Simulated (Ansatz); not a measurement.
**MP2/def2-SVP (core potential) run of WCl4O (SMILES O=[W](Cl)(Cl)(Cl)Cl)**

Aim: the energy change on altering one bond length of WCl4O at MP2/def2-SVP (core potential), from 2 runs. 

The results are computed with Ansatz 0.2.0.

### 1 The molecule

The species is WCl4O (6 atoms), meant as a singlet with charge 0. As SMILES, `O=[W](Cl)(Cl)(Cl)Cl`. The coordinates come from a PBE0-D4/def2-TZVP relaxation.

Bond lengths: O1–W2 1.668 Å, W2–Cl3 2.287 Å, W2–Cl4 2.287 Å, W2–Cl5 2.287 Å, W2–Cl6 2.287 Å. Angles: O1–W2–Cl3 104.0°, O1–W2–Cl4 103.9°, O1–W2–Cl5 103.9°, O1–W2–Cl6 103.9°, Cl3–W2–Cl4 152.1°, Cl3–W2–Cl5 86.7°, Cl3–W2–Cl6 86.7°, Cl4–W2–Cl5 86.7°, Cl4–W2–Cl6 86.7°, Cl5–W2–Cl6 152.1°.

### 2 A single-point energy at MP2/def2-SVP (core potential)

job.yaml reads:

```yaml
basis:
  gaussian:
    orbitals: def2-SVP
crystal:
  periodic: [false, false, false]
  atoms:
    - symbol: O
      position_ang: [-0.010050, -1.747150, 0.186510]
    - symbol: W
      position_ang: [-0.000510, -0.089070, 0.009510]
    - symbol: Cl
      position_ang: [1.915280, 0.567920, 1.072290]
    - symbol: Cl
      position_ang: [-1.910010, 0.350500, -1.170330]
    - symbol: Cl
      position_ang: [1.129180, 0.249450, -1.950250]
    - symbol: Cl
      position_ang: [-1.123900, 0.668360, 1.852270]
correlation:
  method: mp2
  frozen_orbitals: {Cl: 5, O: 1, W: 0}
accuracy: high
```

Command:

```console
$ ansatz run job.yaml --threads 1 --pin off --max-ram 3480MiB --events-out events.jsonl --progress --plain --runs-dir runs
```

What it wrote:

```text
Warning: RAYON_NUM_THREADS=1 ignored (pool sized by the plan → 1); use --threads N
Functional definition: HF
  name "HF"
  exchange = exact_x
  correlation = 0
2465 factors; integrals over basis functions are off by at most 9.1e-9 eV
mean field evaluation 1: about -53833.1780 eV, gradient 7.0e1 eV
mean field evaluation 2: about -53833.7513 eV, gradient 7.1e1 eV
mean field evaluation 4: about -53844.7645 eV, gradient 7.3e0 eV
mean field evaluation 8: about -53844.9696 eV, gradient 1.2e0 eV
mean field evaluation 16: about -53844.9763 eV, gradient 2.6e-8 eV
mean field -53844.97626845 eV, -1978.7663804297 hartree, gradient 3.8e-8 eV, S^2 0.000000; 0 other end points of the search recorded, 0 dependent functions left out
21 core orbitals not correlated: weight in the atoms' cores, before any rotation towards them, 1.000 or more for the frozen orbitals, at most 0.000 for the correlated occupied ones
reference -53844.97626845 eV, -1978.7663804297 hartree; 24, 24 occupied and 73, 73 virtual orbitals, 2465 factors
second order -30.66084823 eV of doubles, -0.00000000 eV of singles
Total energy: -53875.63711668 eV, -1979.8931458195 hartree
```

Run time: 9.3 s. Hardware: 1 thread of Arm Neoverse V2, shared host; peak memory 0.47 GiB.

### 3 The distorted shape, same level

run.yaml reads:

```yaml
crystal:
  periodic: [false, false, false]
  atoms:
    - {symbol: O, position_ang: [-0.011481, -1.995905, 0.213065]}
    - {symbol: W, position_ang: [-0.000510, -0.089070, 0.009510]}
    - {symbol: Cl, position_ang: [1.915280, 0.567920, 1.072290]}
    - {symbol: Cl, position_ang: [-1.910010, 0.350500, -1.170330]}
    - {symbol: Cl, position_ang: [1.129180, 0.249450, -1.950250]}
    - {symbol: Cl, position_ang: [-1.123900, 0.668360, 1.852270]}
basis:
  gaussian: {orbitals: def2-SVP}
correlation: {method: mp2, frozen_orbitals: {Cl: 5, O: 1, W: 0}}
accuracy: high
```

Command:

```console
$ ansatz run run.yaml --threads 1 --pin off --max-ram 3480MiB --events-out events.jsonl --progress --plain --runs-dir runs
```

What it wrote, shortened:

```text
Warning: RAYON_NUM_THREADS=1 ignored (pool sized by the plan → 1); use --threads N
[... 2 set-up lines as earlier in the session ...]
[...]
2473 factors; integrals over basis functions are off by at most 7.1e-9 eV
[...]
mean field -53843.00992223 eV, -1978.6941185389 hartree, gradient 3.6e-8 eV, S^2 0.000000; 0 other end points of the search recorded, 0 dependent functions left out; unrestricted orbitals would lower it
21 core orbitals not correlated: weight in the atoms' cores, before any rotation towards them, 1.000 or more for the frozen orbitals, at most 0.000 for the correlated occupied ones
reference -53843.00992223 eV, -1978.6941185389 hartree; 24, 24 occupied and 73, 73 virtual orbitals, 2473 factors
second order -32.00921835 eV of doubles, -0.00000000 eV of singles
Total energy: -53875.01914058 eV, -1979.8704356166 hartree
```

Run time: 11 s. Hardware: 1 thread of Arm Neoverse V2, shared host; peak memory 0.54 GiB.

### 4 What came out

Level: MP2/def2-SVP (core potential), 21 core orbitals frozen.

| quantity | value |
| --- | --- |
| first shape: total energy | -1979.89315 Eh |
| first shape: correlation energy (21 core orbitals frozen) | -1126.8 mEh |
| distorted shape: total energy | -1979.87044 Eh |
| distorted shape: correlation energy (21 core orbitals frozen) | -1176.3 mEh |
| energy change with the O1–W2 bond stretched from 1.668 to 1.918 Å | 0.618 eV |

In words: With the O1–W2 bond stretched from 1.668 to 1.918 Å the energy rises by 0.62 eV (14.3 kcal/mol). The first shape isn't relaxed at this level, so the change isn't measured from a minimum. The restricted solution (distorted shape) is unstable to spin breaking: an unrestricted one lies lower.
